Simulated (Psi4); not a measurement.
**A workflow on SnH3O2 (SMILES [OH][SnH][OH])**

Wanted: a structure relaxation (doublet SnH3O2, UPBE0/def2-SVPD), then a single-point energy (singlet [SnH3O2]+, PBE0/def2-SVPD), then a structure relaxation (singlet [SnH3O2]+, PBE0/def2-SVPD), then the energy (singlet [SnH3O2]−, PBE0/def2-SVPD), then a geometry optimisation (singlet [SnH3O2]−, PBE0/def2-SVPD) of H3O2Sn. 

Program for the calculation: Psi4 1.11.

## (1) Starting point

The species is SnH3O2 (6 atoms), meant as a doublet with charge 0. As SMILES, `[OH][SnH][OH]`. The shape is that of a PBE0-D4/def2-TZVP optimisation. This is one conformer, not always the lowest. The run starts from this shape.

Bond lengths: O1–Sn2 1.978 Å, Sn2–O3 1.963 Å, O1–H4 0.960 Å, Sn2–H5 1.748 Å, O3–H6 0.962 Å. Angles: O1–Sn2–O3 99.7°, O1–Sn2–H5 110.6°, O3–Sn2–H5 104.3°, Sn2–O1–H4 115.0°, Sn2–O3–H6 112.0°.

## (2) A geometry optimisation at UPBE0/def2-SVPD (density fitting, core potential) (run 1)

Input file h3o2sn.py:

```python
import psi4

psi4.set_memory('1600 MB')
psi4.set_num_threads(1)
psi4.set_output_file('psi4.out', False)

molecule = psi4.geometry("""
0 2
O
Sn 1 1.978076
O 2 1.962978 1 99.6503
H 1 0.960256 2 114.97879 3 -170.37312
H 2 1.747629 3 104.33832 1 114.29614
H 3 0.961895 2 111.97919 5 144.70045
units angstrom
symmetry c1
""")

options = {'basis': 'def2-SVPD', 'reference': 'uks'}
psi4.set_options(options)

e_tot, wfn = psi4.optimize('pbe0', return_wfn=True)
print(f'pbe0 energy: {e_tot:.10f} Eh')
print(molecule.to_string(dtype='xyz', units='Angstrom'))
for k, v in sorted(psi4.core.scalar_variables().items()):
    print(f'{k:45s} {v:18.10f}')
```

Command:

```sh
$ python h3o2sn.py
```

psi4.out:

```text
[...]
    !!!  WARNING: ECP capability is in beta. Please check occupations closely.  !!!
[...]
  Running in c1 symmetry.
[...]
  Nuclear repulsion =  136.297566665365679
[...]
  Multiplicity = 2
[...]
  Nalpha       = 21
  Nbeta        = 20
[...]
    Number of basis functions: 102
[...]
   @DF-UKS iter   1:  -365.79977753198909   -1.08291e+00   1.04591e-02 ADIIS/DIIS
[...]
    !!!  WARNING: ECP capability is in beta. Please check occupations closely.  !!!
[...]
   @DF-UKS iter   8:  -366.28162747391445   -1.59162e-12   4.12574e-09 DIIS
[...]
   @S^2 Observed:                7.555626061E-01
[...]
    Orbital Energies [Eh]
    ---------------------
    Alpha Occupied:
       1A    -19.217466     2A    -19.213686     3A     -5.172050
       4A     -3.506342     5A     -3.504617     6A     -3.502576
       7A     -1.087759     8A     -1.078069     9A     -1.069104
      10A     -1.067385    11A     -1.066583    12A     -0.983368
      13A     -0.962623    14A     -0.552207    15A     -0.486367
      16A     -0.434076    17A     -0.374806    18A     -0.358527
      19A     -0.334880    20A     -0.327616    21A     -0.243225
    Alpha Virtual:
      22A     -0.026028    23A     -0.009647    24A      0.011373
      25A      0.036070    26A      0.068761    27A      0.082602
[...]
  @DF-UKS Final Energy:  -366.28162747391445
   => Energetics <=
    Nuclear Repulsion Energy =            134.2840940665618348
    One-Electron Energy =                -853.0087382074440256
    Two-Electron Energy =                 379.9743215905519378
    DFT Exchange-Correlation Energy =     -27.5313049235841483
    Empirical Dispersion Energy =           0.0000000000000000
    VV10 Nonlocal Energy =                  0.0000000000000000
    Total Energy =                       -366.2816274739144546
[...]
 Multipole Moments:
 ------------------------------------------------------------------------------------
     Multipole            Electronic (a.u.)      Nuclear  (a.u.)        Total (a.u.)
 ------------------------------------------------------------------------------------
 L = 1.  Multiply by 2.5417464519 to convert [e a0] to [Debye]
 Dipole X            :          1.7159064           -1.3448134            0.3710931
 Dipole Y            :         16.4809465          -15.5164433            0.9645032
 Dipole Z            :         15.0657302          -15.0368495            0.0288807
 Magnitude           :                                                    1.0338330
[...]
  -Total Gradient:
     Atom            X                  Y                   Z
    ------   -----------------  -----------------  -----------------
       1       -0.000069789859    -0.000011415828    -0.000020374022
       2        0.000012342219     0.000046587386     0.000013892929
       3        0.000038892039    -0.000020781511     0.000025813347
       4       -0.000006184109     0.000025764346     0.000010837214
       5       -0.000002740167    -0.000016795138     0.000003400288
       6        0.000002235911     0.000009737089    -0.000049961054
[...]
    Final optimized geometry and variables:
    Molecular point group: c1
    Full point group: C1
    Geometry (in Angstrom), charge = 0, multiplicity = 2:
    O
    SN            1    2.011405
    O             2    1.996835      1   99.357812
    H             1    0.962126      2  115.923932      3 -171.670946
    H             2    1.753939      3  103.853154      1  113.844423
    H             3    0.963872      2  112.572432      5  145.093465
[...]
```

The script printed:

```text
Optimizer: Optimization complete!
pbe0 energy: -366.2816274739 Eh
6
0 2 H3O2Sn
O                     0.006313792357     0.210431808567    -1.823024082116
Sn                    0.006313792357     0.210431808567     0.188380456609
O                     0.006313792357    -1.759829840117     0.513064835504
H                     0.131661168632     1.066617214265    -2.243643908072
H                    -1.551257066890     0.736731913301     0.799348645686
H                     0.468027210333    -2.248612838527    -0.177558863569

CURRENT ENERGY                                   -366.2816274739
CURRENT REFERENCE ENERGY                         -366.2816274739
DD SOLVATION ENERGY                                 0.0000000000
DFT FUNCTIONAL TOTAL ENERGY                      -366.2816274739
DFT TOTAL ENERGY                                 -366.2816274739
DFT VV10 ENERGY                                     0.0000000000
DFT XC ENERGY                                     -27.5313049236
GRID ELECTRONS ALPHA                               20.9999974950
GRID ELECTRONS BETA                                19.9999965740
GRID ELECTRONS TOTAL                               40.9999940689
NUCLEAR REPULSION ENERGY                          134.2840940666
ONE-ELECTRON ENERGY                              -853.0087382074
OPTIMIZATION ITERATIONS                             5.0000000000
PCM POLARIZATION ENERGY                             0.0000000000
PE ENERGY                                           0.0000000000
SCF ITERATION ENERGY                             -366.2816274739
SCF ITERATIONS                                      8.0000000000
SCF TOTAL ENERGY                                 -366.2816274739
TWO-ELECTRON ENERGY                               379.9743215906
XC GRID RADIAL POINTS                              75.0000000000
XC GRID SPHERICAL POINTS                          302.0000000000
XC GRID TOTAL POINTS                           131590.0000000000
```

Wall time 35 s (1 thread of Intel Xeon 6975P-C (Granite Rapids), shared host); peak memory 0.64 GiB.

Step by step:

```csv
step,energy from the first frame kept (eV),largest force (eV/Å)
0,0.0000,0.9222
1,-0.0221,0.2862
2,-0.0252,0.0262
3,-0.0252,0.0071
4,-0.0252,0.0038
```

After the run. Bond lengths: O1–Sn2 2.011 Å, Sn2–O3 1.997 Å, O1–H4 0.962 Å, Sn2–H5 1.754 Å, O3–H6 0.964 Å. Angles: O1–Sn2–O3 99.4°, O1–Sn2–H5 110.4°, O3–Sn2–H5 103.9°, Sn2–O1–H4 115.9°, Sn2–O3–H6 112.6°.

## (3) The singlet cation: the energy at PBE0/def2-SVPD (density fitting, core potential) (run 2)

Input file calc.py:

```python
import psi4

psi4.set_memory(1600000000)
psi4.set_num_threads(1)
psi4.set_output_file('h3o2sn.out', False)

m = psi4.geometry("""
1 1
O
Sn 1 2.011404
O 2 1.996836 1 99.35781
H 1 0.962126 2 115.92392 3 -171.67101
H 2 1.753939 3 103.85311 1 113.84444
H 3 0.963873 2 112.5724 5 145.09353
symmetry c1
""")

psi4.set_options({
    'reference': 'rks',
})

e, wfn = psi4.energy('pbe0/def2-SVPD', return_wfn=True)
print(f'pbe0/def2-SVPD energy: {e:.10f} Eh')
```

Command:

```sh
$ python calc.py
```

h3o2sn.out:

```text
[...]
    !!!  WARNING: ECP capability is in beta. Please check occupations closely.  !!!
[...]
  Running in c1 symmetry.
[...]
  Nuclear repulsion =  134.284080946525506
[...]
  Multiplicity = 1
[...]
  Nalpha       = 20
  Nbeta        = 20
[...]
    Number of basis functions: 102
[...]
   @DF-RKS iter   1:  -365.56607992649884   -8.67256e-01   9.45450e-03 ADIIS/DIIS
[...]
   @DF-RKS iter  10:  -365.95761998895046   -3.07995e-08   7.56021e-07 DIIS
[...]
    Orbital Energies [Eh]
    ---------------------
    Doubly Occupied:
       1A    -19.459472     2A    -19.454879     3A     -5.446714
       4A     -3.784696     5A     -3.777114     6A     -3.775342
       7A     -1.354598     8A     -1.349592     9A     -1.344153
      10A     -1.339540    11A     -1.336938    12A     -1.213277
      13A     -1.193570    14A     -0.784016    15A     -0.712302
      16A     -0.661334    17A     -0.593978    18A     -0.577530
      19A     -0.559562    20A     -0.548098
[...]
  @DF-RKS Final Energy:  -365.95761998895046
   => Energetics <=
    Nuclear Repulsion Energy =            134.2840809465255063
    One-Electron Energy =                -842.7047817617060446
    Two-Electron Energy =                 369.7449715915249726
    DFT Exchange-Correlation Energy =     -27.2818907652948894
    Empirical Dispersion Energy =           0.0000000000000000
    VV10 Nonlocal Energy =                  0.0000000000000000
    Total Energy =                       -365.9576199889504551
[...]
 Multipole Moments:
 ------------------------------------------------------------------------------------
     Multipole            Electronic (a.u.)      Nuclear  (a.u.)        Total (a.u.)
 ------------------------------------------------------------------------------------
 L = 1.  Multiply by 2.5417464519 to convert [e a0] to [Debye]
 Dipole X            :          1.7369935           -1.3448135            0.3921800
 Dipole Y            :         16.7223413          -15.5164511            1.2058902
 Dipole Z            :         15.1850547          -15.0368437            0.1482110
 Magnitude           :                                                    1.2766921
[...]
```

Standard output:

```text
pbe0/def2-SVPD energy: -365.9576199890 Eh
```

Run time: 4.8 s. Hardware: 1 thread of Intel Xeon 6975P-C (Granite Rapids), shared host; peak memory 0.58 GiB.

## (4) The singlet cation: a structure relaxation at PBE0/def2-SVPD (density fitting, core potential) (run 3)

Input file run.py:

```python
import psi4

psi4.set_memory('1600 MB')
psi4.set_num_threads(1)
psi4.core.set_output_file('h3o2sn.out', False)

m = psi4.geometry("""
1 1
O     -2.40796840    -1.31962977    -0.43662500
Sn     0.79201445     0.57733968    -1.21716504
O      2.69356271    -0.08809714     1.97350902
H     -3.58638649    -1.48981850    -1.81068833
H      0.24324555     3.84530731    -1.14710722
H      2.27956340    -1.70146216     2.71063638
units bohr
symmetry c1
""")

psi4.set_options({
    'basis': 'def2-SVPD',
    'geom_maxiter': 50,
})

E, wfn = psi4.optimize("PBE0", return_wfn=True)
print(f'PBE0 energy: {E:.10f} Eh')
print(m.to_string(dtype='xyz', units='Angstrom'))
```

Command:

```sh
$ python run.py
```

h3o2sn.out, shortened:

```text
[...]
    !!!  WARNING: ECP capability is in beta. Please check occupations closely.  !!!
[...]
  Running in c1 symmetry.
[...]
  Nuclear repulsion =  134.284093168884880
[...]
  Multiplicity = 1
[...]
  Nalpha       = 20
  Nbeta        = 20
[...]
    Number of basis functions: 102
[...]
   @DF-RKS iter   1:  -365.55935777914954   -8.71409e-01   9.53012e-03 DIIS/ADIIS
[...]
   @DF-RKS iter   7:  -365.99509081781127   -8.29914e-12   4.58855e-09 DIIS
[...]
  @DF-RKS Final Energy:  -365.99509081781127
   => Energetics <=
    Nuclear Repulsion Energy =            138.1689538744736865
    One-Electron Energy =                -850.2672513400198113
    Two-Electron Energy =                 373.4367422931796909
    DFT Exchange-Correlation Energy =     -27.3335356454448437
    Empirical Dispersion Energy =           0.0000000000000000
    VV10 Nonlocal Energy =                  0.0000000000000000
    Total Energy =                       -365.9950908178112741
[...]
 Multipole Moments:
 ------------------------------------------------------------------------------------
     Multipole            Electronic (a.u.)      Nuclear  (a.u.)        Total (a.u.)
 ------------------------------------------------------------------------------------
 L = 1.  Multiply by 2.5417464519 to convert [e a0] to [Debye]
 Dipole X            :          0.4183182           -0.9596766           -0.5413583
 Dipole Y            :         16.0474795          -15.5400653            0.5074141
 Dipole Z            :         -8.0458872            7.4083795           -0.6375077
 Magnitude           :                                                    0.9782403
[...]
  -Total Gradient:
     Atom            X                  Y                   Z
    ------   -----------------  -----------------  -----------------
       1        0.000096528935    -0.000027977495     0.000099855879
       2       -0.000067747267    -0.000064200404    -0.000065734109
       3        0.000033465494    -0.000014144006     0.000035406757
       4        0.000013283837     0.000004504464     0.000004000567
       5        0.000007114805     0.000035612845     0.000010336171
       6       -0.000000154252    -0.000020398111     0.000018266961
[...]
    Final optimized geometry and variables:
    Molecular point group: c1
    Full point group: C1
    Geometry (in Bohr), charge = 1, multiplicity = 1:
    O           -2.514828834305    -2.188549065503    -0.598863098024
[...]
```

Wall time 44 s (1 thread of Intel Xeon 6975P-C (Granite Rapids), shared host); peak memory 0.63 GiB.

The path in brief:

```csv
step,energy from the first frame kept (eV),largest force (eV/Å)
0,0.0000,3.2446
1,-0.5922,1.5993
2,-0.9296,0.5109
3,-0.9879,0.2807
4,-1.0155,0.1247
5,-1.0190,0.1082
6,-1.0195,0.0332
7,-1.0196,0.0231
8,-1.0196,0.0073
```

After the run. Bond lengths: O1–Sn2 1.923 Å, Sn2–O3 1.915 Å, O1–H4 0.969 Å, Sn2–H5 1.685 Å, O3–H6 0.971 Å. Angles: O1–Sn2–O3 109.8°, O1–Sn2–H5 130.3°, O3–Sn2–H5 120.0°, Sn2–O1–H4 119.4°, Sn2–O3–H6 116.9°.

## (5) The singlet anion: a single-point energy at PBE0/def2-SVPD (density fitting, core potential) (run 4)

Input file job.py:

```python
import psi4

psi4.set_memory(1600000000)
psi4.set_num_threads(1)
psi4.set_output_file('output.dat', False)

m = psi4.geometry("""
-1 1
O     -1.274242    -0.698318    -0.231052
Sn     0.419116     0.305515    -0.644096
O      1.425372    -0.046619     1.044336
H     -1.897834    -0.788378    -0.958175
H      0.128720     2.034849    -0.607023
H      1.206293    -0.900375     1.434407
units angstrom
symmetry c1
""")

psi4.set_options({
    'basis': 'def2-SVPD',
})

e_tot, wfn = psi4.energy('PBE0', return_wfn=True)
print('E =', round(e_tot, 9))
```

Command:

```sh
$ python job.py
```

output.dat:

```text
[...]
    !!!  WARNING: ECP capability is in beta. Please check occupations closely.  !!!
[...]
  Running in c1 symmetry.
[...]
  Nuclear repulsion =  134.284093191384187
[...]
  Multiplicity = 1
[...]
  Nalpha       = 21
  Nbeta        = 21
[...]
    Number of basis functions: 102
[...]
   @DF-RKS iter   1:  -365.70790149573264   -1.04915e+00   1.14805e-02 DIIS/ADIIS
[...]
   @DF-RKS iter   9:  -366.34394938969854   -2.98477e-07   8.33592e-07 DIIS
[...]
    Orbital Energies [Eh]
    ---------------------
    Doubly Occupied:
       1A    -19.004861     2A    -19.004552     3A     -4.921005
       4A     -3.255776     5A     -3.253989     6A     -3.250099
       7A     -0.846866     8A     -0.831928     9A     -0.817949
      10A     -0.815671    11A     -0.814779    12A     -0.769389
      13A     -0.748921    14A     -0.334552    15A     -0.283464
      16A     -0.214779    17A     -0.158366    18A     -0.146760
      19A     -0.128853    20A     -0.121235    21A      0.008093
[...]
  @DF-RKS Final Energy:  -366.34394938969854
   => Energetics <=
    Nuclear Repulsion Energy =            134.2840931913841871
    One-Electron Energy =                -862.2738359450302141
    Two-Electron Energy =                 389.3703265938971754
    DFT Exchange-Correlation Energy =     -27.7245332299496781
    Empirical Dispersion Energy =           0.0000000000000000
    VV10 Nonlocal Energy =                  0.0000000000000000
    Total Energy =                       -366.3439493896985368
[...]
 Multipole Moments:
 ------------------------------------------------------------------------------------
     Multipole            Electronic (a.u.)      Nuclear  (a.u.)        Total (a.u.)
 ------------------------------------------------------------------------------------
 L = 1.  Multiply by 2.5417464519 to convert [e a0] to [Debye]
 Dipole X            :          7.0825115           -7.4130829           -0.3305714
 Dipole Y            :         10.2732303          -10.4424773           -0.1692470
 Dipole Z            :        -17.8174424           17.4549805           -0.3624620
 Magnitude           :                                                    0.5189419
[...]
```

On the terminal:

```text
E = -366.34394939
```

Run time: 4.5 s. Hardware: 1 thread of Intel Xeon 6975P-C (Granite Rapids), shared host; peak memory 0.57 GiB.

## (6) The singlet anion: a geometry optimisation at PBE0/def2-SVPD (density fitting, core potential) (run 5)

Input file h3o2sn.dat:

```
memory 1.6 GB

molecule mol {
  -1 1
  O     -1.274242    -0.698318    -0.231052
  Sn     0.419116     0.305515    -0.644096
  O      1.425372    -0.046619     1.044336
  H     -1.897834    -0.788378    -0.958175
  H      0.128720     2.034849    -0.607023
  H      1.206293    -0.900375     1.434407
  symmetry c1
}

set {
  basis        def2-SVPD
  geom_maxiter 50
}

result, w = opt("pbe0", return_wfn=True)
```

Command:

```sh
$ psi4 h3o2sn.dat h3o2sn.out -n 1
```

h3o2sn.out, shortened:

```text
[...]
  Running in c1 symmetry.
[...]
  Nuclear repulsion =  134.284093191384187
[...]
  Multiplicity = 1
[...]
  Nalpha       = 21
  Nbeta        = 21
[...]
    Number of basis functions: 102
[...]
   @DF-RKS iter   1:  -365.70790149573264   -1.04915e+00   1.14805e-02 ADIIS/DIIS
[...]
   @DF-RKS iter   8:  -366.36777423934899   -1.36424e-12   2.19105e-09 DIIS
[...]
  @DF-RKS Final Energy:  -366.36777423934899
   => Energetics <=
    Nuclear Repulsion Energy =            129.2430388522255669
    One-Electron Energy =                -852.4009719614646201
    Two-Electron Energy =                 384.4772437244200773
    DFT Exchange-Correlation Energy =     -27.6870848545300312
    Empirical Dispersion Energy =           0.0000000000000000
    VV10 Nonlocal Energy =                  0.0000000000000000
    Total Energy =                       -366.3677742393489893
[...]
 Multipole Moments:
 ------------------------------------------------------------------------------------
     Multipole            Electronic (a.u.)      Nuclear  (a.u.)        Total (a.u.)
 ------------------------------------------------------------------------------------
 L = 1.  Multiply by 2.5417464519 to convert [e a0] to [Debye]
 Dipole X            :          9.5644636           -9.4478806            0.1165831
 Dipole Y            :         11.2630141          -11.2775263           -0.0145122
 Dipole Z            :        -20.9892550           20.2655383           -0.7237166
 Magnitude           :                                                    0.7331903
[...]
  -Total Gradient:
     Atom            X                  Y                   Z
    ------   -----------------  -----------------  -----------------
       1        0.000008672343     0.000027329887    -0.000028461468
       2       -0.000039318912    -0.000000476236     0.000001794183
       3        0.000046244753     0.000025380761    -0.000003483274
       4        0.000006703974    -0.000004093433     0.000016524056
       5        0.000024181507     0.000018828862     0.000002237499
       6        0.000022830446    -0.000016668646    -0.000009398980
[...]
    Final optimized geometry and variables:
    Molecular point group: c1
    Full point group: C1
    Geometry (in Angstrom), charge = -1, multiplicity = 1:
    O           -1.833029927732    -0.503045202088     0.267052167835
[...]
```

The script printed:

```text
Optimizer: Optimization complete!
```

It took 64 s on 1 thread of Intel Xeon 6975P-C (Granite Rapids), shared host; peak memory 0.65 GiB.

The path in brief:

```csv
step,energy from the first frame kept (eV),largest force (eV/Å)
0,0.0000,3.6738
1,-0.4827,0.3684
2,-0.5003,0.1526
3,-0.5255,0.0947
4,-0.5590,0.2162
5,-0.5747,0.2182
6,-0.6195,0.3372
7,-0.6417,0.1966
8,-0.6468,0.0643
9,-0.6478,0.0512
10,-0.6482,0.0171
11,-0.6483,0.0087
12,-0.6483,0.0027
```

After the run. Bond lengths: O1–Sn2 2.117 Å, Sn2–O3 2.107 Å, O1–H4 0.961 Å, Sn2–H5 1.820 Å, O3–H6 0.962 Å. Angles: O1–Sn2–O3 96.7°, O1–Sn2–H5 89.6°, O3–Sn2–H5 94.6°, Sn2–O1–H4 107.6°, Sn2–O3–H6 107.9°.

## (7) What came out

| quantity | value |
| --- | --- |
| run 1, UPBE0/def2-SVPD: total energy at the end | -366.28163 Eh |
| run 1, UPBE0/def2-SVPD: dipole moment | 2.63 D |
| run 1, UPBE0/def2-SVPD: HOMO energy (highest over α and β) | -6.62 eV |
| run 1, UPBE0/def2-SVPD: LUMO energy (lowest over α and β) | -3.64 eV |
| run 1, UPBE0/def2-SVPD: ⟨S²⟩ | 0.756 |
| singlet cation, run 2: total energy | -365.95762 Eh |
| singlet cation, run 2: HOMO energy | -14.91 eV |
| singlet cation, run 2: LUMO energy | -10.98 eV |
| singlet cation, run 2: HOMO–LUMO gap | 3.94 eV |
| singlet cation, run 3: total energy at the end | -365.99509 Eh |
| singlet cation, run 3: HOMO energy | -15.18 eV |
| singlet cation, run 3: LUMO energy | -8.21 eV |
| singlet cation, run 3: HOMO–LUMO gap | 6.97 eV |
| singlet anion, run 4: total energy | -366.34395 Eh |
| singlet anion, run 4: HOMO energy | 0.22 eV |
| singlet anion, run 4: LUMO energy | 4.16 eV |
| singlet anion, run 4: HOMO–LUMO gap (to an unbound level, set by the basis) | 3.94 eV |
| singlet anion, run 5: total energy at the end | -366.36777 Eh |
| singlet anion, run 5: HOMO energy | -0.91 eV |
| singlet anion, run 5: LUMO energy | 4.11 eV |
| singlet anion, run 5: HOMO–LUMO gap (to an unbound level, set by the basis) | 5.02 eV |
| adiabatic electron affinity (to the singlet anion, no zero-point term) | 2.344 eV |
| adiabatic ionisation energy (to the singlet cation, no zero-point term) | 7.797 eV |

In words: The adiabatic electron affinity (to the singlet anion, no zero-point term) is 2.34 eV (54 kcal/mol). The adiabatic ionisation energy (to the singlet cation, no zero-point term) is 7.80 eV (180 kcal/mol). The optimisation (run 1, UPBE0/def2-SVPD) took 5 steps and changed the energy by -0.025 eV. The optimisation (singlet cation, run 3) took 9 steps and changed the energy by -1.020 eV. The HOMO (singlet anion, run 4) lies at positive energy, 0.22 eV; only total energies tell whether the electron is bound. The optimisation (singlet anion, run 5) took 13 steps and changed the energy by -0.648 eV.
